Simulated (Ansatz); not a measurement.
# AsBH7N: search for a transition state

Is there a first-order saddle for this four-centre ligand exchange, which should form B1–As6, N2–H5 and break B1–N2, H5–As6, and which two structures does it connect?

Computed with Ansatz 0.2.0, Gaussian basis. Level: PBE0-D4, def2-SVP first, then def2-TZVP.

152 further runs of the same task are left out: 152 set aside as unsound or not needed. Runs told in other sessions of the task aren't counted.

## (1) The system as given

The guess: 10 atoms, charge 0, spin multiplicity 1.

Atoms are counted from 1 here; the program's logs count them from 0.

Bond lengths: B1–N2 1.587 Å, B1–H3 1.183 Å, B1–H4 1.183 Å, B1–H5 1.429 Å, N2–H7 1.007 Å, N2–H8 1.007 Å, As6–H9 1.517 Å, As6–H10 1.518 Å. Angles: N2–B1–H3 112.9°, N2–B1–H4 112.9°, N2–B1–H5 52.8°, H3–B1–H4 116.5°, H3–B1–H5 121.1°, H4–B1–H5 121.2°, B1–N2–H7 117.3°, B1–N2–H8 117.3°, H7–N2–H8 111.1°, H9–As6–H10 88.8°.

Geometry (Å):

```xyz
10
AsBH7N
B     0.3812    0.1480   -0.8471
N    -0.4218    1.1902    0.0397
H     1.5246    0.4271   -0.9628
H    -0.1919   -0.1515   -1.8373
H    -0.1982   -0.0766    0.4395
As    0.3991   -1.7903    0.3982
H    -1.3226    1.4873   -0.2998
H     0.0951    1.9656    0.4222
H    -1.0401   -1.9043    0.8643
H     0.7746   -1.2956    1.7830
```

Distances that are to change: B1–As6 2.30 Å, N2–H5 1.35 Å, B1–N2 1.59 Å, H5–As6 1.82 Å.

## (2) Relaxing the guess with the reacting distances held

Contents of hold/in.yaml:

```yaml
crystal:
  periodic: [false, false, false]
  atoms:
    - {symbol: B, position_ang: [0.381200, 0.148000, -0.847100]}
    - {symbol: N, position_ang: [-0.421800, 1.190200, 0.039700]}
    - {symbol: H, position_ang: [1.524600, 0.427100, -0.962800]}
    - {symbol: H, position_ang: [-0.191900, -0.151500, -1.837300]}
    - {symbol: H, position_ang: [-0.198200, -0.076600, 0.439500]}
    - {symbol: As, position_ang: [0.399100, -1.790300, 0.398200]}
    - {symbol: H, position_ang: [-1.322600, 1.487300, -0.299800]}
    - {symbol: H, position_ang: [0.095100, 1.965600, 0.422200]}
    - {symbol: H, position_ang: [-1.040100, -1.904300, 0.864300]}
    - {symbol: H, position_ang: [0.774600, -1.295600, 1.783000]}
basis:
  gaussian: {orbitals: def2-SVP}
hamiltonian: {xc: pbe0, dispersion: d4}
relax: {f_tol: 0.04, max_steps: 150, escape_saddle: false, constraints: [{distance: [0, 5]}, {distance: [1, 4]}, {distance: [0, 1]}, {distance: [4, 5]}]}
```

Started as:

```console
$ ansatz run in.yaml --threads 4 --pin off --events-out ev --progress --plain --max-ram 9574MiB
```

Further steps of the session: A starting Hessian; Saddle search in the small basis; Saddle search in triple zeta; Vibrations at the point found; Relaxing after a step of 0.30 Å one way along the mode; Relaxing after a step of 0.30 Å the other way along the mode.

What does the calculation give? Wanted: imaginary mode; barrier from the start side; barrier from the end side; energy of the step; pairs that change; zero-point energy at the saddle.

**Answer**, as computed:

| quantity | value |
| --- | --- |
| imaginary mode | 1263i cm⁻¹ |
| barrier from the start side | 1.482 eV |
| barrier from the end side | 1.624 eV |
| energy of the step | -0.141 eV |
| pairs that change | B1–As6 formed, N2–H5 formed, B1–N2 loosened, H5–As6 broken |
| zero-point energy at the saddle | 1.905 eV |

**Reading.** One imaginary mode, 1263i cm⁻¹, makes this a first-order saddle. Going downhill both ways gives the intended start and end. A bond meant to break is only loosened at the end: the products stay bound as an adduct. At PBE0-D4/def2-TZVP the electronic barrier is 1.482 eV, about 58 kT at 298 K, and the step runs 0.141 eV downhill. The barrier is thin enough for tunnelling; the leading (Wigner) term alone is a factor of 2.5 at 298 K. These are plain relaxations, not an intrinsic reaction coordinate.
